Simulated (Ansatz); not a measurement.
# CH₄B₂ClFO: a ladder of functionals and wavefunction methods

How much do the methods differ for CH₄B₂ClFO? The plan is to run it at one geometry with functionals of several rungs and with coupled cluster, and see how far each lands from CCSD(T) at the basis-set limit for the atomisation energy.

Program: Ansatz 0.2.0, Gaussian basis. Level of theory: functionals in def2-TZVPP, the program's frozen cores in correlated methods. These are calculated values, not measurements.

Plan: LDA (SPW92), PBE-D4, revPBE-D4, BLYP-D4, r2SCAN-D4, B97M-V, PBE0-D4, B3LYP-D4, r2SCANh-D4, r2SCAN0-D4, HSE06-D4, BHLYP-D4, CAM-B3LYP-D4, LC-ωPBE, ωB97X-V, ωB97M-V, B2PLYP, PBE-QIDH; CCSD(T)/def2-SVP; CCSD(T)/def2-TZVPP; MP2/def2-QZVPP; extrapolation to the limit; RPA on PBE.

**1. The geometry**

An earlier PBE0-D4 in a triple-zeta def2 set relaxation fixed the geometry.

SMILES `COBB(F)Cl`, 10 atoms, charge 0, spin multiplicity 1.

Atoms are counted from 1 here; the program's logs count them from 0.

Bond lengths: C1–O2 1.416 Å, C1–H7 1.091 Å, C1–H8 1.093 Å, C1–H9 1.091 Å, O2–B3 1.341 Å, B3–B4 1.702 Å, B3–H10 1.208 Å, B4–F5 1.319 Å, B4–Cl6 1.764 Å. Angles: O2–C1–H7 108.7°, O2–C1–H8 111.0°, O2–C1–H9 108.7°, H7–C1–H8 109.7°, H7–C1–H9 108.8°, H8–C1–H9 109.8°, C1–O2–B3 122.5°, O2–B3–B4 118.7°, O2–B3–H10 119.3°, B4–B3–H10 122.0°, B3–B4–F5 124.0°, B3–B4–Cl6 119.7°, F5–B4–Cl6 116.3°.

**2. LDA**

This LDA is Slater exchange with PW92 correlation.

Input file in.yaml:

```yaml
crystal:
  periodic: [false, false, false]
  atoms:
    - {symbol: C, position_ang: [-0.104651, -1.617526, 0.849457]}
    - {symbol: O, position_ang: [-0.409980, -0.283284, 0.487313]}
    - {symbol: B, position_ang: [0.224669, 0.356547, -0.505387]}
    - {symbol: B, position_ang: [-0.188146, 1.975602, -0.830764]}
    - {symbol: F, position_ang: [-1.135801, 2.339954, -1.673317]}
    - {symbol: Cl, position_ang: [0.714416, 3.278643, -0.057397]}
    - {symbol: H, position_ang: [0.216462, -1.632664, 1.892367]}
    - {symbol: H, position_ang: [0.685888, -2.025646, 0.214005]}
    - {symbol: H, position_ang: [-1.007294, -2.222704, 0.749804]}
    - {symbol: H, position_ang: [1.087437, -0.220224, -1.123281]}
basis:
  gaussian: {orbitals: def2-TZVPP}
hamiltonian: {xc: lda}
output: {orbitals: {seedname: orbitals}}
```

Further steps of the session: PBE-D4 (GGA); revPBE-D4 (GGA); BLYP-D4 (GGA); r2SCAN-D4 (meta-GGA); B97M-V (meta-GGA); PBE0-D4 (hybrid); B3LYP-D4 (hybrid); r2SCANh-D4 (hybrid); r2SCAN0-D4 (hybrid); HSE06-D4 (hybrid); BHLYP-D4 (hybrid); CAM-B3LYP-D4 (range-separated); LC-ωPBE (range-separated); ωB97X-V (range-separated); ωB97M-V (range-separated); B2PLYP (double hybrid); PBE-QIDH (double hybrid); CCSD(T) in def2-SVP; CCSD(T) in def2-TZVPP; MP2 in def2-QZVPP; RPA on PBE orbitals.

**Question.** What will the summary of the whole plan be? Wanted: atomisation energy, CCSD(T)/CBS; farthest beyond LDA; mean size of error, GGA; mean size of error, meta-GGA; mean size of error, hybrid; mean size of error, range-separated; mean size of error, double hybrid; gap, smallest and largest; T1 diagnostic.

As calculated:

| quantity | value |
| --- | --- |
| atomisation energy, CCSD(T)/CBS | 957.3 kcal/mol |
| functionals within 4.8 kcal/mol (0.5 %) | revPBE-D4, B3LYP-D4, B2PLYP, PBE-QIDH |
| farthest beyond LDA | PBE-D4 (+30.2 kcal/mol) |
| mean size of error, GGA | 12.4 kcal/mol |
| mean size of error, meta-GGA | 11.4 kcal/mol |
| mean size of error, hybrid | 10.0 kcal/mol |
| mean size of error, range-separated | 7.8 kcal/mol |
| mean size of error, double hybrid | 2.8 kcal/mol |
| gap, smallest and largest | 4.67 eV (LDA (SPW92)), 12.38 eV (LC-ωPBE) |
| T1 diagnostic | 0.0141 |
| triples share of the correlation energy | 3.6 % |

In words: LDA overbinds by 152.0 kcal/mol (16 %). PBE-D4 misses by +30.2 kcal/mol. Double hybrids carry the basis error of their MP2 part in triple zeta, and no dispersion term here, so their miss is partly the set-up's. Taken by rung, double hybrid functionals do best (2.8 kcal/mol on average) and GGA ones worst beyond LDA (12.4 kcal/mol). The reference freezes the cores and leaves out relativity and excitations past (T), so misses under about 4.8 kcal/mol can't be ranked. Hartree-Fock recovers 76 % of the binding; the rest is correlation. CCSD(T) in def2-SVP is off by -37.2 kcal/mol, which most functionals beat. The gap grows from 4.7 to 12.4 eV across the functionals, mostly with the share of exact exchange.
